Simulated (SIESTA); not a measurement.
HfMo:

```
Hf Mo
1.0
     1.67120   -2.47247    0.00000
     1.67120    2.47247    0.00000
     0.00000    0.00000    4.44701
Hf Mo
1 1
Direct
  0.00000 0.00000 0.00000
  0.50000 0.50000 0.50000
```

The cell comes from a database or a generator and needn't be the stable form of this composition.

Base run:

```yaml
Program: SIESTA 5.4.2
Functional: vdW-DF
Potentials_or_basis: PseudoDojo 0.4 standard (PBE files)
Basis: DZP (energy shift 0.003 Ry; two zetas on semicore shells)
Grid_cutoff: 800 Ry
Energy_shift: 0.003 Ry
k_mesh: 10 × 10 × 6
Occupations: fermi-dirac, width 0.05 eV
Spin: no spin polarisation
```

Its results: band gap on the k mesh none (metal or under the smearing width); pressure 5.8 GPa.

Q: The run is repeated on the same cell with these changes: functional from vdW-DF to PBE. What comes out?

A: Band gap on the k mesh none (metal or under the smearing width); pressure 1.6 GPa.

Caveats: short orbitals over semicore shells can move pressures by several GPa; the basis of atomic orbitals isn't converged, which shifts pressures, moduli and gaps; the potentials were made for another functional, which shifts forces and pressure (some runs).
